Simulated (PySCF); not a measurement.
**KSb: bond curves at several levels of theory**

The task here is to estimate one member of a computed series from the others.

Program: PySCF 2.14.0. Level of theory: K def2-SVP, Sb def2-SVP with ECP28, scalar-relativistic core potentials. These are calculated values, not measurements.

Set-up of the first run:

A driver script around PySCF takes these settings:

```
atoms                         : K, Sb
charge                        : 0
basis                         : K def2-SVP, Sb def2-SVP with ECP28
Hamiltonian                   : scalar-relativistic core potentials
basis functions               : 50
electrons treated             : 42
masses in u                   : 38.9637, 120.9038
levels                        : PBE0, PBE, r²SCAN, revPBE, LDA, M06-L, HF, MP2, SCS-MP2, CCSD, CCSD(T)
grid                          : 80 radial by 434 angular points
occupations                   : held fixed by the projection of orbital angular momentum
dissociation limit            : K + Sb, each in its ground configuration
starting distance in angstrom : 3.310
values of 2S to try           : 0, 2, 4
```

On the command line:

```console
OMP_NUM_THREADS=1 python dia.py task.json out
```

Among the steps run: Set-up; PBE0 along the bond; Excited determinants; PBE (GGA); r²SCAN (meta-GGA); revPBE (GGA); LDA (local density); M06-L (meta-GGA); UHF (mean field); Adding correlation.

One table of the session follows, with a row left open; its other results are not shown here.

Energy (eV) from each level's lowest point:

| R (Å) | UHF | UHF-MP2 | UHF-SCS-MP2 | UHF-CCSD | UHF-CCSD(T) |
| --- | --- | --- | --- | --- | --- |
| 2.883 | 0.550 | 0.475 | 0.492 | n/a | n/a |
| 3.017 | 0.274 | 0.227 | 0.239 | 0.238 | 0.239 |
| 3.151 | ? | ? | ? | ? | ? |
| 3.251 | 0.044 | 0.029 | 0.033 | 0.034 | 0.035 |
| 3.352 | 0.009 | 0.002 | 0.004 | 0.005 | 0.006 |
| 3.453 | 0.000 | 0.000 | 0.000 | 0.000 | 0.000 |
| 3.587 | 0.015 | 0.025 | 0.024 | 0.019 | 0.019 |
| 3.754 | 0.054 | 0.102 | 0.104 | 0.073 | 0.075 |
| 3.955 | 0.097 | 0.235 | 0.244 | 0.163 | 0.168 |
| 4.223 | 0.137 | 0.374 | 0.385 | n/a | n/a |

**Question.** Estimate the row for R (Å) = 3.151.

Worked estimate for «UHF». A straight line through the neighbours (3.017, 0.274) and (3.251, 0.044) gives 0.274 + (0.044 − 0.274) × (3.151 − 3.017) / (3.251 − 3.017) = 0.142; a parabola fitted to 4 rows on both sides gives 0.107.

The run gave: UHF: 0.112; UHF-MP2: 0.086; UHF-SCS-MP2: 0.093; UHF-CCSD: 0.093; UHF-CCSD(T): 0.094. In «UHF» the line misses by +0.030 and the parabola by -0.005.
